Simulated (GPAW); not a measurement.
A run of GPAW 26.7.0 is set up as follows.

The input run.py:

```python
from ase import Atoms
from ase.dft.bandgap import bandgap
from ase.io import write
from ase.units import Bohr, GPa
from gpaw import GPAW, PW, setup_paths
from gpaw.elf import elf_from_dft_calculation

setup_paths.insert(0, '.')

atoms = Atoms(['In', 'In', 'In', 'As'],
              cell=[[4.671681, 0.0, 0.0],
                    [0.0, 4.671681, 0.0],
                    [0.0, 0.0, 4.671681]],
              scaled_positions=[[0.5, 0.5, 0.0],
                                [0.5, 0.0, 0.5],
                                [0.0, 0.5, 0.5],
                                [0.0, 0.0, 0.0]],
              pbc=True)

calc = GPAW(mode=PW(600),
            xc='PBEsol',
            kpts={'size': (6, 6, 6), 'gamma': True},
            occupations={'name': 'fermi-dirac', 'width': 0.05},
            nbands=36,
            convergence={'density': 1e-05, 'energy': 1e-05},
            maxiter=150,
            txt='gpaw.txt')
atoms.calc = calc
energy = atoms.get_potential_energy()
forces = atoms.get_forces()
stress = atoms.get_stress()
calc.write('gs.gpw')
write('result.traj', atoms)
print(f'Energy: {energy:.6f} eV')
print('Forces (eV/A):')
print(forces.round(4))
print('Stress (GPa):', (stress / GPa).round(3))
print('Fermi level:', round(calc.get_fermi_level(), 4), 'eV')
print(f'Gap: {bandgap(calc)[0]:.4f} eV, direct: {bandgap(calc, direct=True)[0]:.4f} eV')

# fields on the real-space grid
write('density.cube', atoms, data=calc.get_pseudo_density() * Bohr**3)
write('potential.cube', atoms, data=calc.get_electrostatic_potential())
write('elf.cube', atoms, data=elf_from_dft_calculation(calc).data)
```

Potentials or basis: PAW data sets generated in the run's folder for this functional, pw.

Run with:

```sh
$ gpaw-setup -f PBEsol As In
$ OMP_NUM_THREADS=1 python run.py
```

Question: Estimate the band gap on the k mesh.

Answer: None (metal or under the smearing width).

Question: What does it give for the pressure?

Answer: -2.7 GPa.
